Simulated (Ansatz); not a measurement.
The system is EuMo.

```xyz
2
Lattice="3.5314 0.0000 0.0000 0.0000 3.5314 0.0000 0.0000 0.0000 3.5314" Properties=species:S:1:pos:R:3 pbc="T T T"
Eu    1.7657    1.7657    1.7657
Mo    0.0000    0.0000    0.0000
```

The cell was built by a generator and needn't be a form met in nature.

Base run:

```yaml
Program: Ansatz 0.2.0
Functional: r2SCAN
Potentials_or_basis: Ansatz PAW
Cutoff: "500 eV (not typed: the program's choice for these potentials)"
k_mesh: 6 × 6 × 6
Occupations: fermi-dirac, width 0.05 eV
Spin: collinear spin, ferrimagnetic start
Starting_moments: "[7.0, -0.5] μB"
```

Its results: band gap on the k mesh none (metal or under the smearing width); pressure 6.0 GPa; net moment 4.10 μB per cell.

Q: The run is repeated on the same cell with these changes: spin from collinear spin, ferrimagnetic start to non-collinear spin, random start; moments at the start from [7.0, -0.5] to [-0.5, -0.46, 3.28, -0.05, 0.04, -0.02]. What comes out?

A: Band gap on the k mesh none (metal or under the smearing width); pressure 5.2 GPa; net moment 8.98 μB per cell.

Caveats: the magnetic or orbital state may not be the lowest; spin-orbit coupling is left out, which moves the levels of the heavy elements; without U or exact exchange the open f shell lies at the Fermi level, which spoils levels, moments and volumes; the PAW data sets come from PBE, with cores solved anew for the run's functional, which leaves a small shift of forces and pressure; the starting moments weren't kept (some runs).
